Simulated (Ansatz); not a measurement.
# C4H10OSi: the cost of one run

Program: Ansatz 0.2.0. Level of theory: RKS PBE/STO-3G. These are calculated values, not measurements.

## Step 1: Starting point

Bond lengths (14 of 15 bonds, heavy atoms first): C1–C2 1.550 Å, C2–C3 1.510 Å, C2–Si4 1.915 Å, C2–C5 1.516 Å, C5–O6 1.243 Å, C1–H7 1.049 Å, C1–H8 1.118 Å, C1–H9 1.129 Å, C3–H10 1.103 Å, C3–H11 1.097 Å, C3–H12 1.135 Å, Si4–H13 1.441 Å, Si4–H14 1.447 Å, Si4–H15 1.552 Å. Angles (14 of 27 angles, heavy atoms first): C1–C2–C3 106.4°, C1–C2–Si4 113.9°, C1–C2–C5 112.1°, C3–C2–Si4 109.3°, C3–C2–C5 107.2°, Si4–C2–C5 107.7°, C2–C5–O6 125.0°, C2–C1–H7 112.9°, C2–C1–H8 106.4°, C2–C1–H9 110.5°, C2–C3–H10 114.3°, C2–C3–H11 113.4°, C2–C3–H12 113.1°, C2–Si4–H13 111.9°.

As a file:

```xyz
16

C    -0.8209   -1.0545    0.8528
C    -0.0318    0.0596    0.1193
C     1.4184   -0.1229    0.4994
Si   -0.1976    0.0021   -1.7877
C    -0.4435    1.4455    0.5769
O    -1.4634    1.7051    1.2374
H    -0.5406   -2.0200    0.5518
H    -1.8999   -0.8885    0.6116
H    -0.7549   -0.9145    1.9715
H     2.0979    0.6321    0.0700
H     1.8160   -1.1103    0.2359
H     1.6031   -0.0225    1.6148
H     0.4718    1.1107   -2.4200
H     0.1960   -1.3010   -2.2779
H    -1.7047    0.1397   -2.1319
H     0.2312    2.3169    0.3205
```

## Step 2: Relaxing end A

input.yaml reads:

```yaml
crystal:
  periodic: [false, false, false]
  atoms:
    - { symbol: C, position_ang: [-0.8209, -1.0545, 0.8528] }
    - { symbol: C, position_ang: [-0.0318, 0.0596, 0.1193] }
    - { symbol: C, position_ang: [1.4184, -0.1229, 0.4994] }
    - { symbol: Si, position_ang: [-0.1976, 0.0021, -1.7877] }
    - { symbol: C, position_ang: [-0.4435, 1.4455, 0.5769] }
    - { symbol: O, position_ang: [-1.4634, 1.7051, 1.2374] }
    - { symbol: H, position_ang: [-0.5406, -2.02, 0.5518] }
    - { symbol: H, position_ang: [-1.8999, -0.8885, 0.6116] }
    - { symbol: H, position_ang: [-0.7549, -0.9145, 1.9715] }
    - { symbol: H, position_ang: [2.0979, 0.6321, 0.07] }
    - { symbol: H, position_ang: [1.816, -1.1103, 0.2359] }
    - { symbol: H, position_ang: [1.6031, -0.0225, 1.6148] }
    - { symbol: H, position_ang: [0.4718, 1.1107, -2.42] }
    - { symbol: H, position_ang: [0.196, -1.301, -2.2779] }
    - { symbol: H, position_ang: [-1.7047, 0.1397, -2.1319] }
    - { symbol: H, position_ang: [0.2312, 2.3169, 0.3205] }
basis:
  gaussian: { orbitals: STO-3G }
hamiltonian:
  xc: pbe
relax:
  f_tol: 0.02
  max_steps: 50
```

Run with:

```sh
$ ansatz run input.yaml --threads 1 --pin off --max-ram 2048MiB --backend cpu --events-out ev --progress --plain --runs-dir out
```

What time and memory should one allow on 1 thread of Arm Neoverse V1, shared host?

About 43 s, with a peak of 0.13 GiB.
